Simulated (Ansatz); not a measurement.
From input file to script: C5H8Se, SMILES CC1C=CC[Se]1 in Ansatz 0.2.0.

```yaml
crystal:
  periodic: [false, false, false]
  atoms:
    - { symbol: C, position_ang: [1.8919, -0.4903, 0.2464] }
    - { symbol: C, position_ang: [0.7921, 0.3096, -0.4443] }
    - { symbol: C, position_ang: [-0.1603, 0.8757, 0.5571] }
    - { symbol: C, position_ang: [-1.4331, 0.4999, 0.4877] }
    - { symbol: C, position_ang: [-1.8199, -0.4614, -0.5814] }
    - { symbol: Se, position_ang: [-0.2311, -0.844, -1.6355] }
    - { symbol: H, position_ang: [1.4551, -1.3238, 0.8378] }
    - { symbol: H, position_ang: [2.5825, -0.9128, -0.5136] }
    - { symbol: H, position_ang: [2.4757, 0.1684, 0.9242] }
    - { symbol: H, position_ang: [1.2419, 1.1362, -1.0342] }
    - { symbol: H, position_ang: [0.1741, 1.5748, 1.3177] }
    - { symbol: H, position_ang: [-2.1672, 0.8774, 1.1925] }
    - { symbol: H, position_ang: [-2.2015, -1.3983, -0.1252] }
    - { symbol: H, position_ang: [-2.6002, -0.0113, -1.2294] }
basis:
  gaussian: { orbitals: def2-SVP }
hamiltonian:
  xc: pbe
accuracy: medium
scf:
  lower_state_search: "off"
```

The program run on that file:
```console
$ ansatz run input.yaml --threads 1 --pin off --max-ram 4096MiB --backend cpu --events-out ev --progress --plain --runs-dir out
Engine: ansatz 0.2.0, aarch64-unknown-linux-gnu
Functional definition: PBE
  parameter kappa = 0.804
  parameter beta = 0.06672455060314922
  exchange = pbe_x(kappa = kappa, mu = beta*pi^2/3)
  correlation = pbe_c(beta = beta)
these checks for a lower state are left out or cut short: stability, starts, cluster_reference, orbital_swaps, neighbouring_geometries, increment
1600 factors; their error is unknown
mean field evaluation 1: about -70621.0778 eV, gradient 7.5e1 eV
mean field evaluation 2: about -70590.8406 eV, gradient 1.3e2 eV
mean field evaluation 4: about -70635.5580 eV, gradient 1.1e1 eV
mean field evaluation 8: about -70635.8706 eV, gradient 1.5e-1 eV
mean field evaluation 16: about -70635.7124 eV, gradient 5.9e-4 eV
mean field -70635.71236963 eV, -2595.8145509783 hartree, gradient 2.2e-6 eV, S^2 0.000000; 0 other end points of the search recorded, 0 dependent functions left out
reference -70635.71240456 eV, -2595.8145522619 hartree; 36, 36 occupied and 106, 106 virtual orbitals, 1600 factors
Total energy: -70635.71240456 eV, -2595.8145522619 hartree
Checks for a lower state left out: stability, starts, cluster_reference, orbital_swaps, neighbouring_geometries, increment
```

The script, `deck_c5h8se.py`:
```python
"""Run C5H8Se from an input written out key by key."""

import ansatz as az


def main() -> None:
    deck = {
        "crystal": {
            "periodic": [False, False, False],
            "atoms": [
                {"symbol": "C", "position_ang": [1.8919, -0.4903, 0.2464]},
                {"symbol": "C", "position_ang": [0.7921, 0.3096, -0.4443]},
                {"symbol": "C", "position_ang": [-0.1603, 0.8757, 0.5571]},
                {"symbol": "C", "position_ang": [-1.4331, 0.4999, 0.4877]},
                {"symbol": "C", "position_ang": [-1.8199, -0.4614, -0.5814]},
                {"symbol": "Se", "position_ang": [-0.2311, -0.844, -1.6355]},
                {"symbol": "H", "position_ang": [1.4551, -1.3238, 0.8378]},
                {"symbol": "H", "position_ang": [2.5825, -0.9128, -0.5136]},
                {"symbol": "H", "position_ang": [2.4757, 0.1684, 0.9242]},
                {"symbol": "H", "position_ang": [1.2419, 1.1362, -1.0342]},
                {"symbol": "H", "position_ang": [0.1741, 1.5748, 1.3177]},
                {"symbol": "H", "position_ang": [-2.1672, 0.8774, 1.1925]},
                {"symbol": "H", "position_ang": [-2.2015, -1.3983, -0.1252]},
                {"symbol": "H", "position_ang": [-2.6002, -0.0113, -1.2294]},
            ],
        },
        "basis": {"gaussian": {"orbitals": "def2-SVP"}},
        "hamiltonian": {"xc": "pbe"},
        "accuracy": "medium",
        "scf": {"lower_state_search": "off"},
    }
    session = az.Session.from_dict(deck)
    r = session.plan(threads=1).execute().report

    print(f"E = {r['free_energy_ev']:.6f} eV = {r['free_energy_ev'] / 27.211386246:.7f} Ha")
    print("converged:", r["converged"], " doubts:", r["published_state_doubts"] or "none")
    symbols = ["C", "C", "C", "C", "C", "Se", "H", "H", "H", "H", "H", "H", "H", "H"]
    field = r["mean_field"]
    print("<S^2> =", round(abs(field["state"]["spin_squared"]), 4), " all-electron relativity setting:", field["relativity"])
    print("passes:", field["passes"])
    if "symmetry" in field:
        print("occupied orbitals by irrep:", field["symmetry"]["occupied"])


if __name__ == "__main__":
    main()
```

```console
$ python deck_c5h8se.py
E = -70635.712405 eV = -2595.8145523 Ha
converged: True  doubts: none
<S^2> = 0.0  all-electron relativity setting: none
passes: {'evaluations': 19, 'products': 0}
occupied orbitals by irrep: [{'A': 36}, {'A': 36}]
```

Caveats:
- The settings weren't tested for convergence.
- The geometry is a force-field or estimated start, not a minimum of this method, and the basis set is short of its limit.
- Run time: 3.4 s on 1 thread of Arm Neoverse V1, with other jobs on the host, peak memory 0.23 GiB.

(Lines on the test bed's own set-up are left out of the output.)
